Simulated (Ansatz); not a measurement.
# AlGa2N2: the cost of one run

Program: Ansatz 0.2.0. Level of theory: DFT PBE, scalar-relativistic, plane waves, PAW. These are calculated values, not measurements.

1 further run of the same task is left out (it didn't finish). Runs told in other sessions of the task aren't counted.

### Step 1. Starting point

Symmetry: P4/mmm, No. 123, tetragonal system. The conventional cell has a = 3.408 Å, b = 3.408 Å, c = 6.781 Å, α = 90.00°, β = 90.00°, γ = 90.00°. Al (site symmetry 4/mmm) has 2 Ga at 1.98 Å in its first shell of neighbours. Around Ga (site symmetry 4mm) lie 1 Al at 1.98 Å and 4 N at 2.21 Å. Around N (site symmetry mmm) lie 4 Ga at 2.21 Å.

As a file:

```xyz
5
Lattice="3.4076 0.0000 0.0000 0.0000 3.4076 0.0000 0.0000 0.0000 6.7810" Properties=species:S:1:pos:R:3 pbc="T T T"
Al    1.7038    1.7038    0.0000
Ga    1.7038    1.7038    4.8032
Ga    1.7038    1.7038    1.9777
N     0.0000    1.7038    3.3905
N     1.7038    0.0000    3.3905
```

Recipe of the guess: random cell by space group and Wyckoff sites (P4/mmm, No. 123). Lengths come from tabulated atomic sizes and are only a guess.

### Step 2. A first look at the guess

The input, input.yaml:

```yaml
crystal:
  lattice:
    - [3.40764164, 0.0, 0.0]
    - [0.0, 3.40764164, 0.0]
    - [0.0, 0.0, 6.78097047]
  atoms:
    - { symbol: Al, position: [0.5, 0.5, 0.0] }
    - { symbol: Ga, position: [0.5, 0.5, 0.70834147] }
    - { symbol: Ga, position: [0.5, 0.5, 0.29165853] }
    - { symbol: "N", position: [0.0, 0.5, 0.5] }
    - { symbol: "N", position: [0.5, 0.0, 0.5] }
basis:
  ecutwfc: 420
kpoints:
  mp_grid: { grid: [6, 6, 4] }
hamiltonian:
  xc: pbe
scf:
  occupations: { method: gaussian, width: 0.1 }
  lower_state_search: "off"
output:
  forces: true
  stress: true
  eigenvalues: true
```

The run is started by

```sh
> ansatz run input.yaml --threads 1 --pin off --max-ram 2560MiB --backend cpu --events-out ev --progress --plain --runs-dir out
```

**Question.** How long does this run take on 1 thread of Intel Xeon at 2.50GHz (Skylake/Cascade Lake), shared host, and how much memory does it need?

About 6.5 s, with a peak of 0.38 GiB.
